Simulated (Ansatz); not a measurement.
# CH2F2SSi: basis-set convergence

One table from this session's results is given with a row withheld; the runs are named, their logs left out.

Computed with Ansatz 0.2.0, Gaussian basis. Level: one geometry, several basis sets.

The runs, in order: PBE0-D4/def2-SVP; ωB97M-V/def2-SVP; PBE0-D4/def2-QZVPP; ωB97M-V/def2-QZVPP; the functionals' def2-TZVPP values are taken from earlier runs.

### The geometry

An earlier PBE0-D4 in a triple-zeta def2 set relaxation fixed the geometry.

7 atoms, charge 0, spin multiplicity 1.

Atoms are counted from 1 here; the program's logs count them from 0.

Bond lengths: F1–Si2 1.576 Å, Si2–F3 1.576 Å, Si2–C4 1.804 Å, Si2–S5 2.040 Å, C4–S5 1.927 Å, C4–H6 1.086 Å, C4–H7 1.086 Å. Angles: F1–Si2–F3 105.5°, F1–Si2–C4 121.6°, F1–Si2–S5 121.7°, F3–Si2–C4 121.6°, F3–Si2–S5 121.7°, C4–Si2–S5 59.8°, Si2–C4–S5 66.2°, Si2–C4–H6 121.3°, Si2–C4–H7 121.3°, S5–C4–H6 111.6°, S5–C4–H7 111.6°, H6–C4–H7 113.6°, Si2–S5–C4 54.0°.

Coordinates:

```csv
atom,x (Å),y (Å),z (Å)
F1,-0.21799,-2.14057,0.24875
Si2,0.44685,-0.71366,0.16643
F3,1.64914,-0.74871,1.18533
C4,-0.53953,0.77612,-0.08136
S5,0.56361,0.31330,-1.59268
H6,-0.24473,1.72650,0.35286
H7,-1.59595,0.71912,-0.32512
```

Set-up of the first run:

in.yaml

```yaml
crystal:
  periodic: [false, false, false]
  atoms:
    - {symbol: F, position_ang: [-0.217994, -2.140569, 0.248751]}
    - {symbol: Si, position_ang: [0.446852, -0.713657, 0.166427]}
    - {symbol: F, position_ang: [1.649141, -0.748713, 1.185327]}
    - {symbol: C, position_ang: [-0.539526, 0.776117, -0.081362]}
    - {symbol: S, position_ang: [0.563607, 0.313302, -1.592685]}
    - {symbol: H, position_ang: [-0.244732, 1.726499, 0.352861]}
    - {symbol: H, position_ang: [-1.595949, 0.719120, -0.325120]}
basis:
  gaussian: {orbitals: def2-SVP}
hamiltonian: {xc: pbe0, dispersion: d4}
output: {orbitals: {seedname: orbitals}}
```

Launch:

```
$ ansatz run in.yaml --threads 2 --pin off --events-out ev --progress --plain --max-ram 4352MiB
```

Steps of the session up to this table: PBE0-D4 in def2-SVP; ωB97M-V in def2-SVP; PBE0-D4 in def2-QZVPP; ωB97M-V in def2-QZVPP.

One of the session's tables, all rows but one given; the rest of the session is left out.

It belongs to the step «Functionals by basis». 

| functional | basis | HOMO (eV) |
| --- | --- | --- |
| PBE0-D4 | def2-SVP | -7.61 |
| PBE0-D4 | def2-TZVPP | -7.68 |
| PBE0-D4 | def2-QZVPP | ? |
| ωB97M-V | def2-SVP | -9.76 |
| ωB97M-V | def2-TZVPP | -9.86 |
| ωB97M-V | def2-QZVPP | -9.90 |

Estimate the missing values for PBE0-D4, def2-QZVPP.

As computed: HOMO (eV): -7.70. In the column «HOMO (eV)» it lies between ωB97M-V, def2-SVP (-9.76) and PBE0-D4, def2-TZVPP (-7.68).
